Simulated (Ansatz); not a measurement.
# LaNbO3: the cost of one run

Method: DFT PBE, scalar-relativistic, plane waves, PAW, in Ansatz 0.2.0.

1 further run of the same task is left out (set aside as unsound or not needed).

## Step 1: Starting point

It takes space group Cmcm (No. 63, orthorhombic). The conventional cell has a = 8.796 Å, b = 8.318 Å, c = 4.202 Å, α = 90.00°, β = 90.00°, γ = 90.00°. La (site symmetry m2m) is surrounded by 2 O at 1.97 Å. Nb (site symmetry 2/m) is surrounded by 2 Nb at 2.10 Å and 2 O at 2.39 Å. O (site symmetry 2) has 3 O at 2.01 to 2.10 Å and 1 Nb at 2.39 Å as nearest neighbours. Around O (site symmetry 2/m) lie 2 La at 1.97 Å and 2 O at 2.01 Å.

Structure file:

```
La Nb O
1.0
     4.39803   -4.15909    0.00000
     4.39803    4.15909    0.00000
     0.00000    0.00000    4.20157
La Nb O
2 2 6
Direct
  0.70036 0.29964 0.25000
  0.29964 0.70036 0.75000
  0.00000 0.00000 0.00000
  0.00000 0.00000 0.50000
  0.27166 0.27166 0.00000
  0.72834 0.72834 0.50000
  0.72834 0.72834 0.00000
  0.27166 0.27166 0.50000
  0.50000 0.50000 0.00000
  0.50000 0.50000 0.50000
```

A structure generator made this guess: random cell by space group and Wyckoff sites (Cmcm, No. 63). Its size is a rough estimate.

## Step 2: A first look at the guess

Input file input.yaml:

```yaml
crystal:
  lattice:
    - [4.39802659, -4.15908845, 0.0]
    - [4.39802659, 4.15908845, 0.0]
    - [0.0, 0.0, 4.20157343]
  atoms:
    - { symbol: La, position: [0.70036273, 0.29963727, 0.25] }
    - { symbol: La, position: [0.29963727, 0.70036273, 0.75] }
    - { symbol: Nb, position: [0.0, 0.0, 0.0] }
    - { symbol: Nb, position: [0.0, 0.0, 0.5] }
    - { symbol: O, position: [0.27165789, 0.27165789, 0.0] }
    - { symbol: O, position: [0.72834211, 0.72834211, 0.5] }
    - { symbol: O, position: [0.72834211, 0.72834211, 0.0] }
    - { symbol: O, position: [0.27165789, 0.27165789, 0.5] }
    - { symbol: O, position: [0.5, 0.5, 0.0] }
    - { symbol: O, position: [0.5, 0.5, 0.5] }
basis:
  ecutwfc: 420
kpoints:
  mp_grid: { grid: [4, 4, 4] }
hamiltonian:
  xc: pbe
scf:
  occupations: { method: gaussian, width: 0.1 }
  lower_state_search: "off"
output:
  forces: true
  stress: true
  eigenvalues: true
```

Command:

```bash
ansatz run input.yaml --threads 1 --pin off --max-ram 2560MiB --backend cpu --events-out ev --progress --plain --runs-dir out
```

Q: Estimate wall time and peak memory on 1 thread of Arm Neoverse N1, shared host.

About 32 s, with a peak of 0.55 GiB.
